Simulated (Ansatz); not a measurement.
# CdPt: the cost of one run

Program: Ansatz 0.2.0. Level of theory: DFT r2SCAN, scalar-relativistic, plane waves, PAW. These are calculated values, not measurements.

1 further run of the same task is left out (it didn't finish).

### 1 The structure to begin with

Symmetry: P4/mmm, No. 123, tetragonal system. Conventional cell: a = 2.985 Å, b = 2.985 Å, c = 3.846 Å, α = 90.00°, β = 90.00°, γ = 90.00°. Around Cd (site symmetry 4/mmm) lie 8 Pt at 2.86 Å and 4 Cd at 2.99 Å. Around Pt (site symmetry 4/mmm) lie 8 Cd at 2.86 Å and 4 Pt at 2.99 Å.

Structure file:

```cif
data_structure
_symmetry_space_group_name_H-M 'P4/mmm'
_symmetry_Int_Tables_number 123
_cell_length_a 2.9855
_cell_length_b 2.9855
_cell_length_c 3.8461
_cell_angle_alpha 90.000
_cell_angle_beta 90.000
_cell_angle_gamma 90.000
_cell_volume 34.28
loop_
_atom_site_label
_atom_site_type_symbol
_atom_site_symmetry_multiplicity
_atom_site_Wyckoff_symbol
_atom_site_fract_x
_atom_site_fract_y
_atom_site_fract_z
_atom_site_occupancy
Cd1 Cd 1 a 0.00000 0.00000 0.00000 1
Pt1 Pt 1 d 0.50000 0.50000 0.50000 1
```

The structure comes from the Materials Project (structure only).

(A quick probe on a coarse mesh, which set the mesh and smearing, is not shown.)

### 3 Full relaxation

input.yaml

```yaml
crystal:
  lattice:
    - [2.9854558338, 0.0, 0.0]
    - [0.0, 2.9854558338, 0.0]
    - [0.0, 0.0, 3.84605277]
  atoms:
    - { symbol: Cd, position: [0.0, 0.0, 0.0] }
    - { symbol: Pt, position: [0.5, 0.5, 0.5] }
basis:
  ecutwfc: 500
kpoints:
  mp_grid: { grid: [14, 14, 12] }
hamiltonian:
  xc: r2scan
scf:
  occupations: { method: gaussian, width: 0.1 }
output:
  forces: true
  stress: true
  eigenvalues: true
  write_density: true
  write_potential: true
  elf: true
  volumetric_format: npy
relax:
  adjacent_minimum: "off"
  f_tol: 0.005
  max_steps: 80
  cell: { stress_tol: 0.05 }
```

On the command line:

```console
$ ansatz run input.yaml --threads 2 --pin off --max-ram 5120MiB --backend cpu --events-out ev --progress --plain --runs-dir out
```

What time and memory should one allow on 2 threads of Arm Neoverse V1, shared host?

About 75 s, with a peak of 0.57 GiB.
